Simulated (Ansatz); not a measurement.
**ZrSn3O8: the band gap up the ladder of functionals**

An exercise on one series of results from a longer session: the logs are not shown, and one member is left open.

The runs shown are made with Ansatz 0.2.0. PAW datasets, plane waves. Note: simulated data, non-magnetic, for a generated structure that need not be the stable one.

## Starting point

The cell was relaxed beforehand with r2SCAN.

Space group P2 (No. 3), monoclinic; conventional cell a = 4.826 Å, b = 5.724 Å, c = 5.230 Å, β = 91.1°, 12.04 Å³ an atom. Near Zr stand 6 O at 2.04–2.20 Å; near Sn stand 6 O at 2.04–2.12 Å; near Sn stand 6 O at 2.05–2.12 Å; near Sn stand 6 O at 2.02–2.11 Å; near O stand 1 Zr at 2.04 Å and 2 Sn at 2.05–2.11 Å.

Structure file:

```cif
data_structure
_symmetry_space_group_name_H-M 'P 1'
_symmetry_Int_Tables_number 1
_cell_length_a 5.2302
_cell_length_b 4.8260
_cell_length_c 5.7243
_cell_angle_alpha 90.000
_cell_angle_beta 90.000
_cell_angle_gamma 88.898
_cell_volume 144.46
loop_
_atom_site_label
_atom_site_type_symbol
_atom_site_fract_x
_atom_site_fract_y
_atom_site_fract_z
_atom_site_occupancy
Zr1 Zr 0.25000 0.50000 0.68339 1
Sn1 Sn 0.75000 0.00000 0.83275 1
Sn2 Sn 0.75000 0.50000 0.32907 1
Sn3 Sn 0.25000 0.00000 0.17226 1
O1 O 0.42483 0.78119 0.89321 1
O2 O 0.58193 0.27128 0.60380 1
O3 O 0.57314 0.23576 0.10264 1
O4 O 0.42078 0.72722 0.39162 1
O5 O 0.07922 0.27278 0.39162 1
O6 O 0.92686 0.76424 0.10264 1
O7 O 0.91808 0.72872 0.60380 1
O8 O 0.07517 0.21881 0.89321 1
```

Set-up of the first run:

The input, input.yaml:

```yaml
crystal:
  lattice:
    - [5.2128037485, 0.0479785826, 0.4232226845]
    - [0.0482032088, 4.825733735, 0.0057530345]
    - [-0.4632098805, -0.0021768167, 5.7055708376]
  atoms:
    - { symbol: Zr, position: [0.2500005942, 0.4999995763, 0.6833880823] }
    - { symbol: Sn, position: [0.7500000151, 0.9999998281, 0.8327466537] }
    - { symbol: Sn, position: [0.749999852, 0.4999995704, 0.3290703822] }
    - { symbol: Sn, position: [0.249999935, 4.872e-07, 0.1722614705] }
    - { symbol: O, position: [0.4248336172, 0.781191451, 0.8932134006] }
    - { symbol: O, position: [0.5819250538, 0.2712766978, 0.6037962333] }
    - { symbol: O, position: [0.5731366481, 0.2357572174, 0.1026382196] }
    - { symbol: O, position: [0.420775212, 0.7272160642, 0.3916182652] }
    - { symbol: O, position: [0.0792248627, 0.272784683, 0.3916183367] }
    - { symbol: O, position: [0.9268628946, 0.7642433893, 0.102639109] }
    - { symbol: O, position: [0.9180752714, 0.7287222529, 0.603796458] }
    - { symbol: O, position: [0.0751660439, 0.2188087826, 0.8932133888] }
kpoints:
  mp_grid: { grid: [6, 6, 4] }
  band_path:
    path:
      - [0.0, 0.0, 0.0]
      - [-8.292069119691e-09, -3.00131317867e-18, -0.5]
      - [-0.5000000082921, 2.021173245487e-17, -0.5]
      - [-0.5, 2.357039498541e-17, 2.771705389712e-17]
      - [0.0, 0.0, 0.0]
      - [-0.5, -0.5, 1.845056110363e-07]
      - [-0.5000000082921, -0.5, -0.4999998154944]
      - [-8.292069119691e-09, -3.00131317867e-18, -0.5]
      - [-8.292069143408e-09, -0.5, -0.4999998154944]
      - [-1.631671651731e-17, -0.5, 1.845056110044e-07]
      - [0.0, 0.0, 0.0]
    npoints: 10
hamiltonian:
  xc: pbe
scf:
  occupations: { method: fermi_dirac, width: 0.02 }
  n_extra_bands: 7
output:
  forces: true
  stress: true
  eigenvalues: true
  write_density: true
  write_potential: true
  elf: true
  volumetric_format: npy
```

Among the steps run: Band structure with PBE; r2SCAN; HSE06 at the same geometry; PBE+SOC; PBE0.

One of the session's tables, all rows but one given; the rest of the session is left out.

```
  level  gap (eV)
    PBE      2.50
 r2SCAN      3.13
  HSE06         ?
PBE+SOC      2.50
   PBE0      4.92
```

Q: Estimate the row for HSE06 from the others.

The run gave: gap (eV): 4.19. In the column «gap (eV)» it lies between r2SCAN (3.13) and PBE0 (4.92).

Meshes: PBE 6×6×4, r2SCAN 6×6×4, HSE06 4×4×4, PBE+SOC 6×6×4, PBE0 4×4×4

Against HSE06, PBE is short by 1.69 eV, at 60 % of it, and r2SCAN 75 %. PBE0 lies 0.73 eV above HSE06, which differs from it by screening the long-range exchange.

Caveats from the session: Warnings in the runs' records: structure snapped to symmetry, stress scf threshold loose, stress exchange threshold loose.
